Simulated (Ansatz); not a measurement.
# Nb3PbS6: the cost of one run

Computed with Ansatz 0.2.0 (DFT, PBE, plane-wave PAW, default files, scalar-relativistic, as far as a step names no other, unless a step's input says otherwise).

### 1 The starting structure

Symmetry: P6_3/mcm, No. 193, hexagonal system. Conventional cell: a = 5.865 Å, b = 5.865 Å, c = 14.876 Å, α = 90.00°, β = 90.00°, γ = 120.00°. Nb (site symmetry -62m) has 6 S at 2.51 Å as nearest neighbours. Around Nb (site symmetry -6) lie 6 S at 2.49 Å. Pb (site symmetry -3m) is surrounded by 6 S at 2.93 Å. Around S (site symmetry m) lie 3 Nb at 2.49 to 2.51 Å and 1 Pb at 2.93 Å.

Structure file:

```xyz
20
Lattice="5.8647 0.0000 0.0000 -2.9323 5.0790 0.0000 0.0000 0.0000 14.8764" Properties=species:S:1:pos:R:3 pbc="T T T"
Nb    0.0000    0.0000    3.7191
Nb    0.0000    0.0000   11.1573
Nb    2.9323    1.6930   11.1573
Nb    0.0000    3.3860    3.7191
Nb    0.0000    3.3860   11.1573
Nb    2.9323    1.6930    3.7191
Pb    0.0000    0.0000    7.4382
Pb    0.0000    0.0000    0.0000
S    -1.9470    3.3723    9.6051
S     0.9853    1.7066    9.6051
S     3.8940    0.0000    9.6051
S     1.9707    0.0000    2.1670
S     3.8940    0.0000   12.7094
S    -0.9853    1.7066    2.1670
S     1.9470    3.3723    2.1670
S     1.9470    3.3723    5.2712
S     1.9707    0.0000    5.2712
S     0.9853    1.7066   12.7094
S    -1.9470    3.3723   12.7094
S    -0.9853    1.7066    5.2712
```

### 2 Single point at the given positions

input.yaml

```yaml
crystal:
  lattice:
    - [5.8646668146, 0.0, 0.0]
    - [-2.9323334073, 5.0789504462, 0.0]
    - [0.0, 0.0, 14.8763679]
  atoms:
    - { symbol: Nb, position: [0.0, 0.0, 0.25] }
    - { symbol: Nb, position: [0.0, 0.0, 0.75] }
    - { symbol: Nb, position: [0.6666666667, 0.3333333333, 0.75] }
    - { symbol: Nb, position: [0.3333333333, 0.6666666667, 0.25] }
    - { symbol: Nb, position: [0.3333333333, 0.6666666667, 0.75] }
    - { symbol: Nb, position: [0.6666666667, 0.3333333333, 0.25] }
    - { symbol: Pb, position: [0.0, 0.0, 0.5] }
    - { symbol: Pb, position: [0.0, 0.0, 0.0] }
    - { symbol: S, position: [0.0, 0.66397734, 0.64566483] }
    - { symbol: S, position: [0.33602266, 0.33602266, 0.64566483] }
    - { symbol: S, position: [0.66397734, 0.0, 0.64566483] }
    - { symbol: S, position: [0.33602266, 0.0, 0.14566483] }
    - { symbol: S, position: [0.66397734, 0.0, 0.85433517] }
    - { symbol: S, position: [0.0, 0.33602266, 0.14566483] }
    - { symbol: S, position: [0.66397734, 0.66397734, 0.14566483] }
    - { symbol: S, position: [0.66397734, 0.66397734, 0.35433517] }
    - { symbol: S, position: [0.33602266, 0.0, 0.35433517] }
    - { symbol: S, position: [0.33602266, 0.33602266, 0.85433517] }
    - { symbol: S, position: [0.0, 0.66397734, 0.85433517] }
    - { symbol: S, position: [0.0, 0.33602266, 0.35433517] }
kpoints:
  mp_grid: { grid: [6, 6, 2] }
scf:
  occupations: { method: fermi_dirac, width: 0.05 }
hamiltonian:
  xc: pbe
  pseudopotentials: { kind: paw }
output:
  forces: true
  stress: true
  populations: true
  efg:
    quadrupole_moments_barn: { Nb: -0.32, S: -0.0694 }
    contact_densities: true
```

Run with:

```sh
$ ansatz run input.yaml --threads 1 --pin off --max-ram 2560MiB --backend cpu --events-out ev --progress --plain --runs-dir out
```

What time and memory should one allow on 1 thread of Arm Neoverse V2, shared host?

About 50 s, with a peak of 0.99 GiB.
